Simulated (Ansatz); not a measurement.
**GaN (zincblende type): a single-point run**

The task is a single-point run on GaN (zincblende type). The structure is shown as the input types it.

Program: Ansatz 0.2.0. Level of theory: DFT, PBE, all-electron LAPW, scalar-relativistic. These are calculated values, not measurements.

1 further run of the same task is left out (it didn't finish).

## Step 1: The structure to begin with

The structure is cubic, space group F-43m (No. 216). Conventional cell: a = 4.548 Å, b = 4.548 Å, c = 4.548 Å, α = 90.00°, β = 90.00°, γ = 90.00°. Around Ga (site symmetry -43m) lie 4 N at 1.97 Å. N (site symmetry -43m) has 4 Ga at 1.97 Å as nearest neighbours.

As a file:

```cif
data_structure
_symmetry_space_group_name_H-M 'P 1'
_symmetry_Int_Tables_number 1
_cell_length_a 3.2163
_cell_length_b 4.5485
_cell_length_c 3.2163
_cell_angle_alpha 90.000
_cell_angle_beta 90.000
_cell_angle_gamma 90.000
_cell_volume 47.05
loop_
_atom_site_label
_atom_site_type_symbol
_atom_site_fract_x
_atom_site_fract_y
_atom_site_fract_z
_atom_site_occupancy
Ga1 Ga 0.00000 0.00000 0.00000 1
Ga2 Ga 0.50000 0.50000 0.50000 1
N1 N 0.00000 0.25000 0.50000 1
N2 N 0.50000 0.75000 0.00000 1
```

## Step 2: The run

input.yaml

```yaml
crystal:
  lattice:
    - [-2.2742431738, 2.2742431738, 0.0]
    - [0.0, 0.0, 4.5484863476]
    - [2.2742431738, 2.2742431738, 0.0]
  atoms:
    - { symbol: Ga, position: [0.0, 0.0, 0.0] }
    - { symbol: Ga, position: [0.5, 0.5, 0.5] }
    - { symbol: "N", position: [0.0, 0.25, 0.5] }
    - { symbol: "N", position: [0.5, 0.75, 0.0] }
kpoints:
  mp_grid: { grid: [8, 5, 9] }
scf:
  occupations: { method: fermi_dirac, width: 0.02 }
  max_iter: 75
hamiltonian:
  xc: pbe
  pseudopotentials: { kind: all_electron, lapw: { basis_error: 0.001 } }
output:
  forces: true
  stress: true
  eigenvalues: true
```

The run is started by

```console
$ ansatz run input.yaml --threads 3 --pin off --max-ram 8192MiB --backend cpu --events-out ev --progress --plain --runs-dir out
```

What happens when this is run?

This run ends as converged, with warnings (symmetry narrowed by mesh). Its log warns: «crystal.symmetry: narrowed to the stabiliser of the k-point mesh — unitary ops 16 → 8; excluded 8 operations that carry a point of the 8×5×9 mesh (shift [0, 0 ...»

The suspect setting: kpoints.mp_grid.grid is [8, 5, 9]. What could go wrong: uneven k-mesh. The run converged, but that does not make its result sound.

To check: set kpoints.mp_grid.grid to [8, 6, 8].
